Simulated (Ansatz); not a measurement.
**CH6BNOS: one species, many methods**

Aim: compute CH6BNOS with functionals from several rungs and with coupled cluster. The yardstick is the atomisation energy at the CCSD(T) limit.

Method: functionals in def2-TZVPP, the program's frozen cores in correlated methods; program: Ansatz 0.2.0, Gaussian basis.

Levels to be run: PBE-D4, r2SCAN-D4, PBE0-D4, B3LYP-D4, ωB97X-V, ωB97M-V, B2PLYP; CCSD(T)/def2-TZVPP; MP2/def2-QZVPP; extrapolation to the limit.

## 1. The geometry

The geometry comes from an earlier relaxation with PBE0-D4 in a triple-zeta def2 set; it is a stationary point, not always the lowest conformer.

11 atoms, charge 0, spin multiplicity 1.

Atoms are counted from 1 here; the program's logs count them from 0.

Bond lengths: B1–C2 1.586 Å, B1–S5 1.908 Å, B1–H6 1.214 Å, B1–H7 1.216 Å, C2–N3 1.301 Å, C2–O4 1.315 Å, N3–H8 1.019 Å, N3–H9 1.008 Å, O4–H10 0.967 Å, S5–H11 1.342 Å. Angles: C2–B1–S5 111.1°, C2–B1–H6 107.1°, C2–B1–H7 104.5°, S5–B1–H6 114.6°, S5–B1–H7 109.1°, H6–B1–H7 109.9°, B1–C2–N3 123.4°, B1–C2–O4 121.6°, N3–C2–O4 115.0°, C2–N3–H8 114.6°, C2–N3–H9 123.0°, H8–N3–H9 122.3°, C2–O4–H10 107.3°, B1–S5–H11 98.3°.

Coordinates:

```xyz
11

B    -0.5973    0.7766   -0.3475
C     0.6269    0.0118    0.3092
N     0.5491   -1.2019    0.7708
O     1.8026    0.5853    0.4484
S    -2.1253   -0.3581   -0.4753
H    -0.2111    1.2267   -1.4072
H    -0.8387    1.6847    0.4251
H    -0.3652   -1.6383    0.6655
H     1.3217   -1.6706    1.2178
H     1.7387    1.4696    0.0624
H    -1.8361   -0.9429   -1.6485
```

## 2. PBE-D4 (GGA)

Contents of in.yaml:

```yaml
crystal:
  periodic: [false, false, false]
  atoms:
    - {symbol: B, position_ang: [-0.597261, 0.776639, -0.347457]}
    - {symbol: C, position_ang: [0.626881, 0.011824, 0.309195]}
    - {symbol: N, position_ang: [0.549086, -1.201861, 0.770808]}
    - {symbol: O, position_ang: [1.802583, 0.585263, 0.448425]}
    - {symbol: S, position_ang: [-2.125345, -0.358070, -0.475345]}
    - {symbol: H, position_ang: [-0.211083, 1.226698, -1.407170]}
    - {symbol: H, position_ang: [-0.838695, 1.684686, 0.425146]}
    - {symbol: H, position_ang: [-0.365202, -1.638306, 0.665503]}
    - {symbol: H, position_ang: [1.321658, -1.670551, 1.217765]}
    - {symbol: H, position_ang: [1.738658, 1.469553, 0.062380]}
    - {symbol: H, position_ang: [-1.836079, -0.942873, -1.648548]}
basis:
  gaussian: {orbitals: def2-TZVPP}
hamiltonian: {xc: pbe, dispersion: d4}
output: {forces: true, orbitals: {seedname: orbitals}}
```

Run with:

```sh
$ ansatz run in.yaml --threads 4 --pin off --events-out ev --progress --plain --max-ram 10444MiB
```

After this run come: r2SCAN-D4 (meta-GGA); PBE0-D4 (hybrid); B3LYP-D4 (hybrid); ωB97X-V (range-separated); ωB97M-V (range-separated); B2PLYP (double hybrid); CCSD(T) in def2-TZVPP; MP2 in def2-QZVPP.

Q: Predict the results of all the runs planned. Wanted: atomisation energy, CCSD(T)/CBS; farthest; mean size of error, hybrid; mean size of error, range-separated; gap, smallest and largest; T1 diagnostic; triples share of the correlation energy.

The runs gave:

| quantity | value |
| --- | --- |
| atomisation energy, CCSD(T)/CBS | 3983.7 kJ/mol |
| functionals within 19.9 kJ/mol (0.5 %) | none; nearest B3LYP-D4 (+26.7 kJ/mol) |
| farthest | PBE-D4 (+142.8 kJ/mol) |
| mean size of error, hybrid | 34.8 kJ/mol |
| mean size of error, range-separated | 39.9 kJ/mol |
| gap, smallest and largest | 3.47 eV (PBE-D4), 10.39 eV (ωB97X-V) |
| T1 diagnostic | 0.0138 |
| triples share of the correlation energy | 4.1 % |

**Reading.** PBE-D4 is off by +142.8 kJ/mol. Double hybrids carry the basis error of their MP2 part in triple zeta, and no dispersion term here, so their miss is partly the set-up's. The reference freezes the cores and leaves out relativity and excitations past (T), so misses under about 19.9 kJ/mol can't be ranked. Hartree-Fock recovers 70 % of the binding; the rest is correlation. Orbital gaps span 3.5 to 10.4 eV; exact exchange widens them.
